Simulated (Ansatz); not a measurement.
# C2H6ClFHfOS: one species, many methods

An exercise on one series of results from a longer session: the logs are not shown, and one member is left open.

Computed with Ansatz 0.2.0, Gaussian basis. Level: functionals in def2-TZVPP, the program's frozen cores in correlated methods.

Plan: LDA (SPW92), PBE-D4, revPBE-D4, BLYP-D4, r2SCAN-D4, B97M-V, PBE0-D4, B3LYP-D4, r2SCANh-D4, r2SCAN0-D4, HSE06-D4, BHLYP-D4, CAM-B3LYP-D4, LC-ωPBE, ωB97X-V, ωB97M-V, B2PLYP, PBE-QIDH; CCSD(T)/def2-SVP; CCSD(T)/def2-TZVPP; MP2/def2-QZVPP; extrapolation to the limit.

### The relaxed structure

An earlier PBE0-D4 in a triple-zeta def2 set relaxation fixed the geometry. Hf takes the def2 core potential; no spin-orbit term is included.

SMILES `C[O][Hf]([F])([Cl])[S]C`, 13 atoms, charge 0, spin multiplicity 1.

Atoms are counted from 1 here; the program's logs count them from 0.

Bond lengths: C1–O2 1.393 Å, C1–H8 1.094 Å, C1–H9 1.094 Å, C1–H10 1.094 Å, O2–Hf3 1.889 Å, Hf3–F4 1.908 Å, Hf3–Cl5 2.353 Å, Hf3–S6 2.424 Å, S6–C7 1.830 Å, C7–H11 1.089 Å, C7–H12 1.089 Å, C7–H13 1.095 Å. Angles: O2–C1–H8 110.2°, O2–C1–H9 110.1°, O2–C1–H10 110.2°, H8–C1–H9 108.7°, H8–C1–H10 108.9°, H9–C1–H10 108.7°, C1–O2–Hf3 175.7°, O2–Hf3–F4 107.3°, O2–Hf3–Cl5 111.2°, O2–Hf3–S6 108.1°, F4–Hf3–Cl5 112.8°, F4–Hf3–S6 107.9°, Cl5–Hf3–S6 109.4°, Hf3–S6–C7 93.3°, S6–C7–H11 108.3°, S6–C7–H12 109.1°, S6–C7–H13 113.7°, H11–C7–H12 109.9° and more.

The first run:

The input, in.yaml:

```yaml
crystal:
  periodic: [false, false, false]
  atoms:
    - {symbol: C, position_ang: [1.437461, -0.324809, 1.863484]}
    - {symbol: O, position_ang: [1.128459, 0.232874, 0.625309]}
    - {symbol: Hf, position_ang: [0.579511, 1.012776, -1.004997]}
    - {symbol: F, position_ang: [1.070033, -0.189559, -2.403399]}
    - {symbol: Cl, position_ang: [1.511488, 3.155597, -1.278239]}
    - {symbol: S, position_ang: [-1.838436, 1.182018, -0.981142]}
    - {symbol: C, position_ang: [-2.068496, -0.630059, -0.868247]}
    - {symbol: H, position_ang: [1.795314, -1.350668, 1.737226]}
    - {symbol: H, position_ang: [2.218897, 0.261167, 2.355312]}
    - {symbol: H, position_ang: [0.551634, -0.335836, 2.505255]}
    - {symbol: H, position_ang: [-2.736052, -0.940722, -1.670554]}
    - {symbol: H, position_ang: [-2.510434, -0.874361, 0.096336]}
    - {symbol: H, position_ang: [-1.139389, -1.198410, -0.976335]}
basis:
  gaussian: {orbitals: def2-TZVPP}
hamiltonian: {xc: lda}
output: {orbitals: {seedname: orbitals}}
```

The run is started by

```console
ansatz run in.yaml --threads 2 --pin off --events-out ev --progress --plain --max-ram 32768MiB --backend cuda --devices 0, --max-vram 18GiB
```

Steps of the session up to this table: LDA; PBE-D4 (GGA); revPBE-D4 (GGA); BLYP-D4 (GGA); r2SCAN-D4 (meta-GGA); B97M-V (meta-GGA); PBE0-D4 (hybrid); B3LYP-D4 (hybrid); r2SCANh-D4 (hybrid); r2SCAN0-D4 (hybrid); HSE06-D4 (hybrid); BHLYP-D4 (hybrid); CAM-B3LYP-D4 (range-separated); LC-ωPBE (range-separated); ωB97X-V (range-separated); ωB97M-V (range-separated); B2PLYP (double hybrid); PBE-QIDH (double hybrid).

One table of the session follows, with a row left open; its other results are not shown here.

It belongs to the step «Orbital energies across the functionals». 

```
  functional  HOMO (eV)  gap (eV)
 LDA (SPW92)      -6.11      3.72
      PBE-D4      -5.97      3.85
   revPBE-D4      -5.91      3.90
     BLYP-D4      -5.81      3.82
   r2SCAN-D4      -6.25      4.31
      B97M-V      -6.32      4.38
     PBE0-D4      -7.18      5.88
    B3LYP-D4      -6.94      5.43
  r2SCANh-D4          ?         ?
  r2SCAN0-D4      -7.36      6.18
    HSE06-D4      -6.78      5.11
    BHLYP-D4      -8.24      7.90
CAM-B3LYP-D4      -8.47      8.25
     LC-ωPBE      -9.84     10.79
     ωB97X-V      -9.49     10.33
     ωB97M-V      -9.34     10.03
```

Q: Estimate the row for r2SCANh-D4 from the others.

Worked estimate for «HOMO (eV)». Against the share of exact exchange, r2SCAN-D4 (0, -6.25), r2SCAN0-D4 (0.25, -7.36) give a slope of -4.44 per unit share; at 0.1 the line stands at -6.69.

As computed: HOMO (eV): -6.69; gap (eV): 5.06. In «HOMO (eV)» the line misses by 0.00.
